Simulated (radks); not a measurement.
# Tc in [Ar] 3d10 4s2 4p5 4d5 5s2 5p1: an all-electron calculation

One table from this session's results is given with a row withheld; the runs are named, their logs left out.

Method: scalar-relativistic Kohn-Sham, SOGGA, spin-unpolarised, spherical densities, point nucleus. Code: radks (a radial shooting solver on a logarithmic mesh, Libxc functionals) version 1.

## The system

| Item | Value |
| --- | --- |
| element | technetium (Z = 43) |
| charge | 0 |
| electrons | 43 |
| configuration | [Ar] 3d10 4s2 4p5 4d5 5s2 5p1 |

The outer shells:

Tc
```
[Ar] core
3d [↑↓][↑↓][↑↓][↑↓][↑↓]
4s [↑↓]
4p [↑↓][↑↓][↑ ]
4d [↑ ][↑ ][↑ ][↑ ][↑ ]
5s [↑↓]
5p [↑ ][  ][  ]
```

The first run:

Input:

```text
Z 43
configuration [Ar] 3d10 4s2 4p5 4d5 5s2 5p1 6s0 4f0 5d0 6p0
relativity scalar-relativistic
functional sogga,pbe
spin unpolarised
nucleus point
c 137.035999084
```

Run with:

```sh
> python run_ks.py task.json out
```

All runs below come from this command, one after another.

One of the session's tables, all rows but one given; the rest of the session is left out.

It belongs to the step «Radial structure». Sizes of the orbitals, from the radial functions (bohr):

```
level      <r>  outermost maximum (interpolated)  90 % within  nodes
   1s  0.03430                            0.0223       0.0615      0
   2s   0.1497                             0.126        0.231      1
   2p   0.1304                             0.101        0.212      0
   3s   0.4156                             0.372        0.613      2
   3p   0.4164                             0.366        0.629      1
   3d   0.3989                             0.311        0.636      0
   4s    1.048                             0.945         1.52      3
   4p    1.155                              1.02         1.70      2
   4d        ?                                 ?            ?      ?
   5s    3.032                              2.58         4.49      4
   5p    4.086                              3.28         6.26      3
```

Estimate the missing values for 4d.

**Answer.** <r>: 1.580; outermost maximum (interpolated): 1.23; 90 % within: 2.50; nodes: 1. In the column «<r>» it lies between 4p (1.155) and 5s (3.032).
